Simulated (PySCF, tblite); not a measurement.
# C₂₀H₁₈: electronic excitations, NMR shifts

What do calculations give for the electronic excitations, NMR shifts of C₂₀H₁₈ (`CC(C)(C)c1ccc2c(c1)C=C1C2=Cc2ccccc21`)?

Computed with tblite 0.8.0 and PySCF 2.14.0 and routines of our own; the level stands in each step. Atoms count from 0.

### Step 1. The system as given

38 atoms, charge 0, multiplicity 1; geometry from: force field, distance geometry or constructed start.

### Step 2. Relaxing the molecule with GFN2-xTB

The job: settings as JSON, then the geometry in Å.

```
{"job": {"kind": "relax", "xc": "GFN2-xTB", "basis": "xTB"}, "charge": 0, "multiplicity": 1}
C      4.232200     0.055500    -1.397300
C      3.796500    -0.004100     0.081300
C      4.417300    -1.295100     0.684500
C      4.412300     1.227200     0.786200
C      2.271400    -0.016300     0.300500
C      1.740500    -0.072600     1.616100
C      0.368300    -0.081100     1.875300
C     -0.477300    -0.033000     0.799700
C      0.005500     0.019400    -0.527500
C      1.363200     0.031100    -0.781100
C     -1.120000     0.062300    -1.490400
C     -2.241000     0.030200    -0.756400
C     -1.919600    -0.028400     0.662800
C     -3.033600    -0.061000     1.388800
C     -4.159200    -0.013400     0.432200
C     -5.519100    -0.028200     0.688900
C     -6.387700     0.020800    -0.411600
C     -5.896700     0.072400    -1.732300
C     -4.522200     0.088100    -1.983100
C     -3.671400     0.039800    -0.895600
H      3.856200     0.971100    -1.881700
H      5.318900     0.062500    -1.492400
H      3.861200    -0.802300    -1.953400
H      3.968800    -2.191500     0.224200
H      4.254400    -1.363300     1.766000
H      5.488800    -1.330400     0.518100
H      5.496600     1.275200     0.627500
H      3.974100     2.154200     0.414700
H      4.255500     1.202700     1.874100
H      2.418800    -0.109000     2.476600
H     -0.006000    -0.126000     2.892300
H      1.697400     0.077700    -1.813100
H     -1.019400     0.109900    -2.560200
H     -3.131700    -0.108100     2.465300
H     -5.901700    -0.070700     1.691900
H     -7.462300     0.014300    -0.246700
H     -6.597400     0.112300    -2.566500
H     -4.137800     0.132600    -3.001100
```

The run is started by

```bash
> OMP_NUM_THREADS=2 python large_run.py task.json out
```

The driver reads the jobs from task.json and runs them one after another.

Standard output:

```text
step      E/eV     max force
  0   -1414.40282    1.169
  1   -1414.48344    0.933
  2   -1414.51835    0.399
  3   -1414.54348    0.346
  4   -1414.55956    0.244
  5   -1414.56879    0.207
  6   -1414.57627    0.159
  7   -1414.58108    0.134
  8   -1414.58397    0.112
  9   -1414.58552    0.064
 10   -1414.58637    0.051
 11   -1414.58682    0.046
 12   -1414.58711    0.037
 13   -1414.58735    0.027
 14   -1414.58760    0.034
 15   -1414.58787    0.038
 16   -1414.58811    0.031
 17   -1414.58830    0.021
 18   -1414.58843    0.021
 19   -1414.58853    0.025
 20   -1414.58861    0.019
```

Run time: 0.3 s. Hardware: 2 threads of Arm Neoverse V2, shared host; peak memory 0.24 GiB.

The steps of the relaxation:

| step | energy from step 0 (eV) | largest force (eV/Å) |
| --- | --- | --- |
| 0 | 0.0000 | 1.1680 |
| 1 | -0.0806 | 0.9329 |
| 2 | -0.1155 | 0.3983 |
| 3 | -0.1407 | 0.3462 |
| 4 | -0.1567 | 0.2439 |
| 5 | -0.1660 | 0.2066 |
| 6 | -0.1735 | 0.1588 |
| 7 | -0.1783 | 0.1338 |
| 8 | -0.1811 | 0.1121 |
| 9 | -0.1827 | 0.0638 |
| 10 | -0.1835 | 0.0503 |
| 11 | -0.1840 | 0.0455 |
| 12 | -0.1843 | 0.0361 |
| 13 | -0.1845 | 0.0277 |
| 14 | -0.1848 | 0.0340 |
| 15 | -0.1851 | 0.0376 |
| 16 | -0.1853 | 0.0313 |
| 17 | -0.1855 | 0.0206 |
| 18 | -0.1856 | 0.0206 |
| 19 | -0.1857 | 0.0252 |
| 20 | -0.1858 | 0.0191 |

Distances of close pairs at the start and the end, largest changes first:

| bond | before (Å) | after (Å) | change (Å) |
| --- | --- | --- | --- |
| C4–C5 | 1.420 | 1.391 | -0.029 |
| C16–C17 | 1.410 | 1.382 | -0.027 |
| C8–C10 | 1.482 | 1.461 | -0.021 |
| C12–C13 | 1.330 | 1.350 | +0.020 |
| C1–C4 | 1.541 | 1.522 | -0.019 |
| C1–C2 | 1.554 | 1.536 | -0.019 |
| C13–C14 | 1.478 | 1.461 | -0.017 |
| C5–H29 | 1.096 | 1.079 | -0.017 |

The final coordinates are the input of the step that follows.

### Step 3. Vibrational analysis with GFN2-xTB

The job: settings as JSON, then the geometry in Å.

```
{"job": {"kind": "ir", "xc": "GFN2-xTB", "basis": "xTB"}, "charge": 0, "multiplicity": 1}
C      4.202143     0.057589    -1.385286
C      3.801175    -0.006132     0.091279
C      4.397026    -1.288731     0.689831
C      4.398076     1.219651     0.797920
C      2.292302    -0.014166     0.289593
C      1.776986    -0.069649     1.580259
C      0.410080    -0.080688     1.841655
C     -0.466057    -0.034720     0.781362
C      0.038408     0.022038    -0.541960
C      1.396162     0.032106    -0.782578
C     -1.080264     0.063041    -1.480436
C     -2.224350     0.032825    -0.764155
C     -1.911405    -0.029040     0.668664
C     -3.055812    -0.059427     1.384505
C     -4.174599    -0.018169     0.446441
C     -5.534759    -0.027204     0.673492
C     -6.395022     0.020421    -0.421009
C     -5.901353     0.075675    -1.711179
C     -4.528848     0.085630    -1.955277
C     -3.669831     0.038680    -0.880375
H      3.829423     0.965709    -1.853753
H      5.287428     0.061463    -1.466412
H      3.829748    -0.806905    -1.930194
H      3.952841    -2.165176     0.222413
H      4.220821    -1.348671     1.760277
H      5.471493    -1.314518     0.519853
H      5.472590     1.258908     0.630729
H      3.955024     2.133553     0.407606
H      4.222143     1.187492     1.869609
H      2.453380    -0.106086     2.420579
H      0.052328    -0.124625     2.860133
H      1.747572     0.075730    -1.800254
H     -0.965014     0.108921    -2.549041
H     -3.171366    -0.106005     2.453089
H     -5.931849    -0.070039     1.677157
H     -7.462858     0.013774    -0.257627
H     -6.588281     0.111888    -2.543955
H     -4.151682     0.129247    -2.966619
```

Standard output:

```text
mode    cm-1     km/mol
  1      33.7      0.11
  2      40.5      0.15
  3      85.1      0.01
  4     107.3      0.03
  5     107.5      0.16
  6     168.7      0.38
  7     197.3      0.09
  8     211.4      0.21
  9     222.3      0.00
 10     231.6      0.06
 11     237.3      0.01
 12     291.6      1.38
 13     303.2      0.20
 14     305.5      1.61
 15     326.7      0.25
 16     362.3      0.47
 17     370.8      0.18
 18     384.3      0.23
 19     417.7      0.01
 20     433.4      1.23
 21     464.6      0.05
 22     464.7      2.76
 23     524.0      0.09
 24     527.8      0.25
 25     541.5      0.03
 26     574.3      0.22
 27     587.5      1.34
 28     615.5      0.08
 29     654.7      0.29
 30     663.1      0.15
 31     686.8      0.96
 32     703.5      1.51
 33     720.7      0.29
 34     773.3     18.71
 35     816.6      0.07
 36     820.7      4.17
 37     827.1     26.52
 38     840.9      0.31
 39     841.5      0.36
 40     857.8      0.68
 41     873.2      1.22
 42     875.8      0.15
 43     878.2      4.69
 44     904.5      0.72
 45     912.4      0.45
 46     921.6      0.04
 47     938.4     14.28
 48     960.7      1.68
 49     962.8      0.13
 50     963.4      2.92
 51    1021.4      0.05
 52    1035.8      0.73
 53    1036.1      0.53
 54    1070.9      1.23
 55    1100.4      3.14
 56    1115.4      3.41
 57    1129.3     11.64
 58    1143.8      4.65
 59    1169.0      4.71
 60    1187.7      2.00
 61    1194.1     13.31
 62    1204.6      1.03
 63    1227.2     12.53
 64    1231.5      3.12
 65    1232.6      6.45
 66    1258.3      7.83
 67    1264.5      0.08
 68    1284.1      8.17
 69    1289.5      7.35
 70    1359.9     23.04
 71    1373.7      3.27
 72    1404.7      5.32
 73    1406.6      3.35
 74    1414.1     23.95
 75    1423.6      1.25
 76    1429.9      1.71
 77    1448.2      3.05
 78    1458.8      9.71
 79    1492.4      0.12
 80    1494.9      0.20
 81    1501.5      0.48
 82    1505.4      2.36
 83    1516.6      2.93
 84    1520.6      9.21
 85    1569.3      0.06
 86    1581.6      6.78
 87    1591.2      0.28
 88    1597.3      4.63
 89    1640.9     27.10
 90    1642.3      0.02
 91    3021.1      5.51
 92    3023.1      4.15
 93    3027.4      0.89
 94    3029.7    172.62
 95    3031.8      6.76
 96    3035.8     80.95
 97    3038.4     48.68
 98    3046.7     13.25
 99    3049.7     40.14
100    3072.9      1.27
101    3075.8     17.49
102    3077.1     10.53
103    3083.6     77.57
104    3091.7    121.04
105    3092.1     38.83
106    3113.7     11.34
107    3123.9      0.23
108    3124.2     70.89
```

Wall time 2.9 s (2 threads of Arm Neoverse V2, shared host); peak memory 0.24 GiB.

Which atoms move in the most intense modes:

| cm⁻¹ | km/mol | atoms |
| --- | --- | --- |
| 3030 | 172.6 | H25 34 %, H26 29 % |
| 3036 | 81.0 | H20 31 %, H22 19 %, H27 17 %, H23 12 % |
| 3038 | 48.7 | H22 34 %, H21 32 %, H20 19 % |
| 3050 | 40.1 | H24 46 %, H28 40 % |
| 3084 | 77.6 | H34 36 %, H37 29 %, H35 15 %, H36 12 % |
| 3092 | 121.0 | H29 63 %, H30 11 % |
| 3092 | 38.8 | H36 31 %, H35 25 %, H29 15 % |
| 3124 | 70.9 | H33 47 %, H32 44 % |

### Step 4. Electronic excitations: TDA CAM-B3LYP/def2-SVP

The job, as its differences from that of step 3:

```diff
@@ -1,2 +1,2 @@
-{"job": {"kind": "ir", "xc": "GFN2-xTB", "basis": "xTB"}, "charge": 0, "multiplicity": 1}
+{"job": {"kind": "uv", "basis": "def2-SVP", "grid": 1, "kgrid": 0, "vcut": 1.5, "nstates": 6, "ntriplets": 2, "tda": true, "delta": ["ip_vertical"], "pop": true, "xc": "CAM-B3LYP"}, "charge": 0, "multiplicity": 1}
 C      4.202143     0.057589    -1.385286
```

Level: TDA CAM-B3LYP/def2-SVP, vertical, gas phase, core orbitals frozen in the response, virtual orbitals cut by energy.

Standard output:

```text
start: PBE on a coarse grid of 31023 points
cycle   1  E = -771.0361944362  dE =  2.868e+00  |g| = 8.049e-01  |ddm| = 8.399e+00
cycle   2  E = -770.8744873659  dE =  1.617e-01  |g| = 1.114e+00  |ddm| = 2.886e+00
cycle   3  E = -771.2234710508  dE = -3.490e-01  |g| = 1.876e-01  |ddm| = 1.934e+00
cycle   4  E = -771.2312527789  dE = -7.782e-03  |g| = 9.237e-02  |ddm| = 3.729e-01
cycle   5  E = -771.2332296845  dE = -1.977e-03  |g| = 4.525e-02  |ddm| = 1.682e-01
cycle   6  E = -771.2337367938  dE = -5.071e-04  |g| = 1.965e-02  |ddm| = 7.558e-02
cycle   7  E = -771.2338424738  dE = -1.057e-04  |g| = 7.365e-03  |ddm| = 3.197e-02
final grid: 134575 points
cycle   8  E = -771.9405098669  dE = -1.401e-02  |g| = 3.521e-02  |ddm| = 7.743e-01
cycle   9  E = -771.9411205668  dE = -6.107e-04  |g| = 2.301e-02  |ddm| = 1.420e-01
cycle  10  E = -771.9412535141  dE = -1.329e-04  |g| = 1.295e-02  |ddm| = 4.590e-02
cycle  11  E = -771.9413080806  dE = -5.457e-05  |g| = 4.924e-03  |ddm| = 2.465e-02
cycle  12  E = -771.9413183475  dE = -1.027e-05  |g| = 1.169e-03  |ddm| = 8.676e-03
cycle  13  E = -771.9413181541  dE =  1.935e-07  |g| = 6.723e-04  |ddm| = 3.544e-03
cycle  14  E = -771.9413192047  dE = -1.051e-06  |g| = 2.678e-04  |ddm| = 2.335e-03
cycle  15  E = -771.9413199616  dE = -7.569e-07  |g| = 1.152e-04  |ddm| = 9.894e-04
cycle  16  E = -771.9413198653  dE =  9.627e-08  |g| = 5.144e-05  |ddm| = 5.434e-04
converged SCF energy = -771.9413198653
Vertical ionisation energy (delta-SCF) = 7.2159 eV   <S^2> = 0.769

Static polarisability (au): isotropic 236.197, principal 106.896 198.719 402.977

Singlet excitations
state   eV       nm        f      main configurations
  1   2.5914    478.4   0.00032   H->L 0.98
  2   3.6422    340.4   0.32034   H-1->L 0.82, H->L+1 0.12
  3   4.6794    265.0   0.00685   H-3->L 0.35, H-2->L 0.33, H->L+2 0.17
  4   4.7743    259.7   0.08869   H-2->L 0.39, H-3->L 0.32, H->L+1 0.13
  5   5.3135    233.3   2.37329   H->L+1 0.61, H-2->L 0.15, H-1->L 0.13
  6   5.5754    222.4   0.00086   H-1->L+1 0.82

Triplet excitations (Tamm-Dancoff, eV): 1.8480 2.1782
```

Wall time 83 s (2 threads of Arm Neoverse V2, shared host); peak memory 1.5 GiB.

Frontier orbitals and where they lie:

| orbital | eV | atoms |
| --- | --- | --- |
| HOMO−4 | -9.69 | C10 16 %, C13 16 %, C6 8 % |
| HOMO−3 | -8.76 | C15 17 %, C18 16 %, C19 11 % |
| HOMO−2 | -8.64 | C4 15 %, C7 15 %, C9 12 % |
| HOMO−1 | -7.28 | C10 13 %, C13 13 %, C9 11 % |
| HOMO | -6.79 | C7 11 %, C8 9 %, C4 9 % |
| LUMO | -1.37 | C10 18 %, C13 18 %, C11 8 % |
| LUMO+1 | 0.55 | C18 15 %, C6 14 %, C15 13 % |
| LUMO+2 | 1.54 | C6 15 %, C9 13 %, C18 12 % |
| LUMO+3 | 1.81 | C17 16 %, C5 13 %, C14 13 % |

With each of the 6 states as a Gaussian band of 0.4 eV half-width at 1/e, the curve within the window shown has maxima at 340 nm (ε 13,000), 233 nm (ε 97,000) L/(mol cm). Beyond the last state computed it falls off for lack of states. The curve at chosen wavelengths:

(nm, ε (L/mol/cm)): (211, 13378), (227, 84055), (244, 70619), (260, 18843), (277, 3633), (293, 2194), (310, 5950), (326, 11049), (343, 12909), (359, 10380), (375, 6401), (392, 3084), (408, 1335), (425, 492), (441, 183), (458, 67), (474, 31), (490, 18), (507, 13), (523, 10), (540, 8), (556, 6), (573, 4), (589, 3), (606, 2), (622, 1)

Further results of this job:

| property | computed |
| --- | --- |
| dipole moment (D) | 0.56 |
| polarisability (Å³) | 35.00 |
| HOMO–LUMO gap (eV) | 5.42 |
| −ε(HOMO) (eV) | 6.79 |

### Step 5. NMR shifts: GIAO PBE0/pcSseg-1

The job, as its differences from that of step 4:

```diff
@@ -1,2 +1,2 @@
-{"job": {"kind": "uv", "basis": "def2-SVP", "grid": 1, "kgrid": 0, "vcut": 1.5, "nstates": 6, "ntriplets": 2, "tda": true, "delta": ["ip_vertical"], "pop": true, "xc": "CAM-B3LYP"}, "charge": 0, "multiplicity": 1}
+{"job": {"kind": "nmr", "xc": "PBE0", "basis": "pcSseg-1", "pop": false}, "charge": 0, "multiplicity": 1}
 C      4.202143     0.057589    -1.385286
```

Level: GIAO PBE0/pcSseg-1 NMR shielding, non-relativistic, gas phase.

Standard output:

```text
start: PBE on a coarse grid of 31023 points
cycle   1  E = -771.4763196573  dE =  3.041e+00  |g| = 8.681e-01  |ddm| = 6.992e+00
cycle   2  E = -771.2805322466  dE =  1.958e-01  |g| = 1.211e+00  |ddm| = 2.724e+00
cycle   3  E = -771.6809775511  dE = -4.004e-01  |g| = 2.026e-01  |ddm| = 1.840e+00
cycle   4  E = -771.6902558501  dE = -9.278e-03  |g| = 9.113e-02  |ddm| = 3.455e-01
cycle   5  E = -771.6921347392  dE = -1.879e-03  |g| = 4.445e-02  |ddm| = 1.460e-01
cycle   6  E = -771.6926080742  dE = -4.733e-04  |g| = 1.912e-02  |ddm| = 6.485e-02
cycle   7  E = -771.6927018503  dE = -9.378e-05  |g| = 8.086e-03  |ddm| = 2.793e-02
final grid: 285679 points
cycle   8  E = -771.9338427348  dE = -1.129e-02  |g| = 4.814e-02  |ddm| = 7.030e-01
cycle   9  E = -771.9336398302  dE =  2.029e-04  |g| = 5.405e-02  |ddm| = 1.115e-01
cycle  10  E = -771.9343318192  dE = -6.920e-04  |g| = 2.165e-02  |ddm| = 8.614e-02
cycle  11  E = -771.9344601429  dE = -1.283e-04  |g| = 4.182e-03  |ddm| = 2.737e-02
cycle  12  E = -771.9344634874  dE = -3.344e-06  |g| = 1.445e-03  |ddm| = 6.935e-03
cycle  13  E = -771.9344645762  dE = -1.089e-06  |g| = 6.021e-04  |ddm| = 2.139e-03
cycle  14  E = -771.9344621719  dE =  2.404e-06  |g| = 2.215e-04  |ddm| = 9.962e-04
cycle  15  E = -771.9344634262  dE = -1.254e-06  |g| = 8.003e-05  |ddm| = 4.238e-04
converged SCF energy = -771.9344634262

GIAO shielding tensors (ppm)
atom      isotropic    diamagn.    paramagn.     s11        s22        s33       span
  0 C      156.532     248.444     -91.912    143.606    145.798    180.192     36.586
  1 C      150.648     239.000     -88.352    142.835    150.012    159.098     16.263
  2 C      152.627     246.618     -93.991    132.106    143.156    182.619     50.513
  3 C      152.635     246.612     -93.977    132.101    143.172    182.634     50.533
  4 C       30.084     265.189    -235.105    -52.534    -20.651    163.437    215.971
  5 C       54.740     256.823    -202.082    -46.942     41.164    170.000    216.942
  6 C       59.024     251.798    -192.774    -37.091     41.154    173.009    210.100
  7 C       48.033     254.793    -206.760    -39.024     29.094    154.028    193.053
  8 C       30.275     257.769    -227.494    -46.000     15.590    121.234    167.235
  9 C       61.944     250.204    -188.260    -26.385     44.834    167.384    193.769
 10 C       50.695     251.270    -200.576    -29.404     43.042    138.446    167.850
 11 C       30.041     255.800    -225.758    -43.365     35.354     98.134    141.498
 12 C       30.088     250.619    -220.531    -44.081     35.064     99.282    143.363
 13 C       51.781     251.572    -199.791    -28.349     44.358    139.333    167.682
 14 C       30.393     263.014    -232.622    -47.617     14.769    124.025    171.642
 15 C       58.114     241.167    -183.053    -36.687     41.576    169.453    206.139
 16 C       53.385     253.723    -200.339    -53.363     40.819    172.697    226.060
 17 C       53.869     254.426    -200.557    -52.860     41.940    172.528    225.388
 18 C       59.076     242.059    -182.982    -37.557     40.324    174.461    212.018
 19 C       45.158     253.922    -208.764    -45.642     26.735    154.383    200.025
 20 H       30.278      31.366      -1.088     26.280     28.466     36.087      9.807
 21 H       30.693      30.765      -0.071     26.585     29.093     36.402      9.817
 22 H       30.280      31.365      -1.085     26.283     28.464     36.092      9.808
 23 H       30.609      30.373       0.236     27.204     28.383     36.239      9.036
 24 H       30.251      31.354      -1.103     25.698     29.449     35.606      9.908
 25 H       30.657      30.360       0.297     26.613     28.344     37.014     10.402
 26 H       30.657      30.362       0.295     26.613     28.345     37.013     10.400
 27 H       30.609      30.377       0.233     27.205     28.381     36.241      9.037
 28 H       30.251      31.355      -1.104     25.697     29.447     35.609      9.912
 29 H       24.693      36.557     -11.863     21.322     21.828     30.931      9.610
 30 H       24.610      34.977     -10.368     21.351     24.404     28.074      6.722
 31 H       24.899      37.620     -12.721     20.649     22.320     31.728     11.079
 32 H       25.410      35.105      -9.695     24.003     24.087     28.139      4.136
 33 H       25.432      36.740     -11.308     24.087     24.228     27.982      3.895
 34 H       24.836      30.107      -5.271     22.304     24.459     27.745      5.441
 35 H       24.810      24.064       0.747     22.513     25.126     26.793      4.280
 36 H       24.847      25.614      -0.767     22.528     25.020     26.993      4.465
 37 H       24.628      32.980      -8.351     21.718     23.920     28.246      6.528
```

It took 38 s on 2 threads of Arm Neoverse V2, shared host; peak memory 1.5 GiB.

Shifts follow as δ = σ(reference) − σ, with reference shieldings (ppm) from runs at the same level and on the same kind of geometry: 1H TMS 31.72, 13C TMS 186.9. The references are single molecules in the gas phase. Atoms listed in one row are averaged.

| atoms | environment | σ (ppm) | δ (ppm) | δ scaled to CDCl3 |
| --- | --- | --- | --- | --- |
| C11 | fully substituted alkene carbon | 30.0 | 156.9 | 151.2 |
| C4 | substituted aromatic carbon | 30.1 | 156.8 | 151.2 |
| C12 | fully substituted alkene carbon | 30.1 | 156.8 | 151.2 |
| C8 | substituted aromatic carbon | 30.3 | 156.7 | 151.0 |
| C14 | substituted aromatic carbon | 30.4 | 156.5 | 150.9 |
| C19 | substituted aromatic carbon | 45.2 | 141.8 | 136.4 |
| C7 | substituted aromatic carbon | 48.0 | 138.9 | 133.6 |
| C10 | alkene CH | 50.7 | 136.2 | 131.0 |
| C13 | alkene CH | 51.8 | 135.1 | 130.0 |
| C16 | aromatic CH | 53.4 | 133.5 | 128.4 |
| C17 | aromatic CH | 53.9 | 133.1 | 127.9 |
| C5 | aromatic CH | 54.7 | 132.2 | 127.1 |
| C15 | aromatic CH | 58.1 | 128.8 | 123.8 |
| C6 | aromatic CH | 59.0 | 127.9 | 122.9 |
| C18 | aromatic CH | 59.1 | 127.8 | 122.9 |
| C9 | aromatic CH | 61.9 | 125.0 | 120.1 |
| C1 | quaternary sp3 carbon on an aromatic ring | 150.6 | 36.3 | 33.5 |
| C0, C2, C3 | methyl carbon | 153.9 | 33.0 | 30.3 |
| H30 | hydrogen on an aromatic CH | 24.61 | 7.11 | 6.81 |
| H37 | hydrogen on an aromatic CH | 24.63 | 7.09 | 6.79 |
| H29 | hydrogen on an aromatic CH | 24.69 | 7.02 | 6.73 |
| H35 | hydrogen on an aromatic CH | 24.81 | 6.91 | 6.62 |
| H34 | hydrogen on an aromatic CH | 24.84 | 6.88 | 6.59 |
| H36 | hydrogen on an aromatic CH | 24.85 | 6.87 | 6.58 |
| H31 | hydrogen on an aromatic CH | 24.90 | 6.82 | 6.53 |
| H32 | hydrogen on an alkene CH | 25.41 | 6.31 | 6.05 |
| H33 | hydrogen on an alkene CH | 25.43 | 6.28 | 6.03 |
| H20, H21, H22, H23, H24 and 4 more | hydrogen on a methyl carbon | 30.48 | 1.24 | 1.28 |

The scaled column applies a straight-line fit of computed shieldings to shifts measured in CDCl3 (root-mean-square error 0.16 ppm for H, 1.9 ppm for C).

Ring of atoms C4, C5, C6, C7, C8, C9: NICS(0) -2.7, NICS(1) -6.1, NICS(1)zz -11.4 ppm (means of both faces).

Ring of atoms C7, C8, C10, C11, C12: NICS(0) 13.2, NICS(1) 6.5, NICS(1)zz 28.7 ppm (means of both faces).

Ring of atoms C11, C12, C13, C14, C19: NICS(0) 12.8, NICS(1) 6.2, NICS(1)zz 27.7 ppm (means of both faces).

### Step 6. Results

| quantity | value |
| --- | --- |
| strongest single infrared mode (GFN2-xTB) | 3030 cm⁻¹, 173 km/mol |
| zero-point energy (GFN2-xTB) | 194.8 kcal/mol |
| lowest singlet (CAM-B3LYP/def2-SVP) | 2.59 eV (478 nm), f = 0.000 |
| brightest single state of those computed | state 5, 5.31 eV, f = 2.373 |
| lowest triplet | 1.85 eV |
| 13C shifts against TMS (PBE0/pcSseg-1) | 156.9, 156.8, 156.8, 156.7, 156.5, 141.8, 138.9, 136.2, 135.1, 133.5, 133.1, 132.2, 128.8, 127.9 ppm and more |
| 1H shifts against TMS (PBE0/pcSseg-1, means over atoms taken as alike) | 7.11, 7.09, 7.02, 6.91, 6.88, 6.87, 6.82, 6.31, 6.28, 1.24 ppm |

What this shows: No mode is imaginary among the 108: a minimum at this level. Unscaled tight-binding wavenumbers are off by several per cent, some by more. Its intensities can rank the bands wrongly. The first singlet state (HOMO→LUMO 0.98) lies at 2.59 eV and is dark; of the 6 states computed, the strongest absorption comes from state 5 at 5.31 eV. The lowest triplet lies 0.74 eV below the lowest singlet. NICS(1)zz of 29 ppm above the planar ring from C7 marks a paratropic (antiaromatic) ring current. NICS(1)zz of 28 ppm above the planar ring from C11 marks a paratropic (antiaromatic) ring current.
